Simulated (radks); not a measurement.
# Nuclear size and the levels of Cu⁺

The task here is to estimate one member of a computed series from the others.

The numbers are computed with radks (a radial shooting solver on a logarithmic mesh, Libxc functionals) version 1 (Dirac Kohn-Sham, LDA (Slater exchange, Perdew-Wang correlation), spin-unpolarised, spherical densities, finite nucleus), except any that are marked as measured or tabulated.

**What is computed**

| Property | Result |
| --- | --- |
| element | copper (Z = 29) |
| charge | +1 |
| electrons | 28 |
| configuration | [Ar] 3d10 |
| nuclear rms radius | 3.8823 fm |

The outer shells:

Cu⁺
```
[Ar] core
3d [↑↓][↑↓][↑↓][↑↓][↑↓]
```

Set-up of the first run:

Settings of this run:

```text
Z 29
configuration [Ar] 3d10 4s0 4p0
relativity Dirac
functional lda,pw
spin unpolarised
j_filling energy
nucleus finite rms 3.8823 fm
c 137.035999084
```

Steps of the session up to this table: rms radius 3.8823 fm.

One table of the session follows, with a row left open; its other results are not shown here.

It belongs to the step «rms radius 3.8823 fm». Radial moments (bohr):

```
level     <r>  outermost maximum (interpolated)  90 % within  nodes
3s1/2  0.7139                             0.614         1.07      2
3p1/2  0.7439                             0.614         1.15      1
3p3/2       ?                                 ?            ?      ?
3d3/2   1.008                             0.599         1.82      0
3d5/2   1.018                             0.602         1.84      0
4s1/2   2.554                              2.12         3.85      3
4p1/2   3.336                              2.70         5.13      2
4p3/2   3.376                              2.74         5.18      2
```

Q: Estimate the row for 3p3/2 from the others.

**Answer.** <r>: 0.7549; outermost maximum (interpolated): 0.622; 90 % within: 1.17; nodes: 1. In the column «<r>» it lies between 3p1/2 (0.7439) and 3d3/2 (1.008).
